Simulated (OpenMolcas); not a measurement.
# IBr (iodine monobromide): levels of theory compared

Aim: a comparison of 5 runs (HF/3-21G, HF/def2-TZVP, M06-L/def2-TZVP, r2SCAN/def2-TZVP, revPBE/def2-TZVP) of IBr (iodine monobromide). 

Program for the calculation: OpenMolcas 26.06.

**1. Starting point**

The species is IBr (2 atoms), meant as a singlet with charge 0. SMILES: `BrI`. Geometry: relaxed at PBE0-D4/def2-TZVP.

Bond lengths: Br1–I2 2.464 Å.

**2. Energy and gradient at HF/3-21G (run 1)**

The input, calc.inp:

```
* BrI Hartree-Fock

&GATEWAY
 BasLib=$CurrDir
 Coord
 2
 angstrom
 Br       0.000000       0.000000      -0.002890
 I        0.000000       0.000000       2.460860
 Basis=3-21G
 Group=NoSym

&SEWARD

&SCF
 Thresholds=1e-10 1e-07 1e-07 1e-05
 PrOrbitals=1

&ALASKA
```

The basis set 3-21G is read from a file made from the Basis Set Exchange's data (not shown).

Run with:

```console
export MOLCAS_MEM=1860
pymolcas calc.inp > calc.log
```

The log of the run:

```text
--- Start Module: gateway ---
[...]
--- Stop Module: gateway /rc=_RC_ALL_IS_WELL_ ---
[...]
      Basis functions           53
[...]
--- Start Module: scf ---
[...]
       Convergence after   9 Iterations
[...]
::    Total SCF energy                              -9447.3394571253
[...]
      Total spin, S                                     0.0000000000
[...]
      Total electronic charge=   88.000000
      Total            charge=   -0.000000
[...]
      Dipole Moment (debye):
      Origin of the operator (angstrom)=    0.0000    0.0000    1.5162
                   X=  4.7422E-16               Y= -6.1412E-15               Z=  1.0200E+00           Total=  1.0200E+00
      Quadrupole Moment (debye*angstrom):
[...]
--- Stop Module: scf /rc=_RC_ALL_IS_WELL_ ---
--- Start Module: alaska ---
[...]
 *              Molecular gradients               *
 **************************************************
  Irreducible representation: a
 ------------------------------------------------------------------------------------------
                              X                       Y                       Z
 ------------------------------------------------------------------------------------------
  BR1               2.69764479233325E-17   -1.16075381077599E-16    5.61041575038530E-02
  I2               -2.69764479233325E-17    1.16075381077599E-16   -5.61041575038530E-02
 ------------------------------------------------------------------------------------------
--- Stop Module: alaska /rc=_RC_ALL_IS_WELL_ ---
[...]
```

Run time: 2.9 s. Hardware: 1 thread of Arm Neoverse V1, shared host; peak memory 0.38 GiB.

**3. Energy and forces at HF/def2-TZVP (core potential) (run 2)**

The input, mol.input:

```
* BrI Hartree-Fock

&GATEWAY
 BasLib = $CurrDir
 Coord
 2
 angstrom
 Br       0.000000       0.000000      -0.002890
 I        0.000000       0.000000       2.460860
 Basis = def2-TZVP
 Group = NoSym

&SEWARD

&SCF
 Thresholds = 1e-10 1e-07 1e-07 1e-05
 PrOrbitals = 1

&ALASKA
```

The basis set def2-TZVP is read from a file made from the Basis Set Exchange's data (not shown).

Run with:

```console
export MOLCAS_MEM=1860
pymolcas mol.input > mol.log
```

The log of the run:

```text
--- Start Module: gateway ---
[...]
--- Stop Module: gateway /rc=_RC_ALL_IS_WELL_ ---
[...]
      Basis functions           98
[...]
--- Start Module: scf ---
[...]
       Convergence after  13 Iterations
[...]
::    Total SCF energy                              -2869.0821076723
[...]
      Total spin, S                                     0.0000000000
[...]
      Total electronic charge=   60.000000
      Total            charge=   -0.000000
[...]
      Dipole Moment (debye):
      Origin of the operator (angstrom)=    0.0000    0.0000    1.5162
                   X=  2.8825E-15               Y= -6.3623E-16               Z=  8.5073E-01           Total=  8.5073E-01
      Quadrupole Moment (debye*angstrom):
[...]
--- Stop Module: scf /rc=_RC_ALL_IS_WELL_ ---
[...]
--- Start Module: alaska ---
[...]
 *              Molecular gradients               *
 **************************************************
  Irreducible representation: a
 ------------------------------------------------------------------------------------------
                              X                       Y                       Z
 ------------------------------------------------------------------------------------------
  BR1              -8.10608692269364E-16    9.91963326498891E-16    1.33945263442570E-04
  I2                8.10608692269368E-16   -9.91963326498894E-16   -1.33945263470991E-04
 ------------------------------------------------------------------------------------------
--- Stop Module: alaska /rc=_RC_ALL_IS_WELL_ ---
[...]
```

Wall time 12 s (1 thread of Arm Neoverse V1, shared host); peak memory 0.55 GiB.

Runs 3 to 4 aren't shown in full; the table further down has their settings and results.

**4. Energy and forces at revPBE/def2-TZVP (core potential) (run 5)**

The input, struct.xyz:

```xyz
2

Br     0.000000     0.000000    -0.002890
I      0.000000     0.000000     2.460860
```

The input, job.input:

```
&gateway
  baslib=$CurrDir
  coord=struct.xyz
  basis=def2-TZVP
  group=NoSym

&seward
  gridinput
  Grid=UltraFine
  End of Grid

&scf
  ksdft=revPBE
  thresholds=1e-10 1e-07 1e-07 1e-05
  prorbitals=1

&alaska
```

The basis set def2-TZVP is read from a file made from the Basis Set Exchange's data (not shown).

Run with:

```console
export MOLCAS_MEM=1860
pymolcas job.input > job.log
```

The log of the run:

```text
--- Start Module: gateway ---
[...]
--- Stop Module: gateway /rc=_RC_ALL_IS_WELL_ ---
[...]
      Basis functions           98
[...]
--- Start Module: scf ---
[...]
       Convergence after  15 Iterations
[...]
::    Total KS-DFT energy                           -2871.6924077036
[...]
      Total spin, S                                     0.0000000000
[...]
      Total electronic charge=   60.000000
      Total            charge=   -0.000000
[...]
      Dipole Moment (debye):
      Origin of the operator (angstrom)=    0.0000    0.0000    1.5162
                   X=  2.4126E-14               Y= -9.4478E-15               Z=  6.5087E-01           Total=  6.5087E-01
      Quadrupole Moment (debye*angstrom):
[...]
--- Stop Module: scf /rc=_RC_ALL_IS_WELL_ ---
[...]
--- Start Module: alaska ---
[...]
 *              Molecular gradients               *
 **************************************************
  Irreducible representation: a
 ------------------------------------------------------------------------------------------
                              X                       Y                       Z
 ------------------------------------------------------------------------------------------
  BR1              -5.51042046753499E-16    1.95585200443300E-15    1.02251540444556E-02
  I2                5.47789334369857E-16   -1.96018881311003E-15   -1.02251540444271E-02
 ------------------------------------------------------------------------------------------
--- Stop Module: alaska /rc=_RC_ALL_IS_WELL_ ---
[...]
```

It took 20 s on 1 thread of Arm Neoverse V1, shared host; peak memory 0.55 GiB.

**5. The series**

```csv
run,level,integration grid,energy (Eh),dipole moment (D),HOMO energy (eV),LUMO energy (eV),wall time
1,HF/3-21G,–,-9447.339457,1.02,-10.21,-0.16,2.9 s
2,HF/def2-TZVP (core potential),–,-2869.082108,0.85,-10.27,-0.17,12 s
3,M06-L/def2-TZVP (core potential),UltraFine,-2871.946805,0.71,-6.46,-3.88,23 s
4,r2SCAN/def2-TZVP (core potential),UltraFine,-2871.968703,0.69,-6.76,-4.35,23 s
5,revPBE/def2-TZVP (core potential),UltraFine,-2871.692408,0.65,-6.42,-4.31,20 s
```

**6. Results**

```
                       quantity           value
            run 5: total energy  -2871.69241 Eh
           run 5: dipole moment          0.65 D
             run 5: HOMO energy        -6.42 eV
             run 5: LUMO energy        -4.31 eV
           run 5: HOMO–LUMO gap         2.11 eV
run 5: largest force on an atom      0.526 eV/Å
```

**Reading.** The dipole moment (its size) runs from 0.65 D (revPBE/def2-TZVP) to 1.02 D (HF/3-21G). The two ends differ in method and basis and core potential. The HOMO–LUMO gap runs from 2.11 eV (revPBE/def2-TZVP) to 10.11 eV (HF/def2-TZVP). Exact exchange widens orbital gaps. Totals of different functionals can't be ranked against each other. Some runs of one species differ in core potentials or relativity; totals across that change don't compare. In run 1 relativity is left out where basis or elements ask for it. All runs together took 81 s, the longest 23 s.
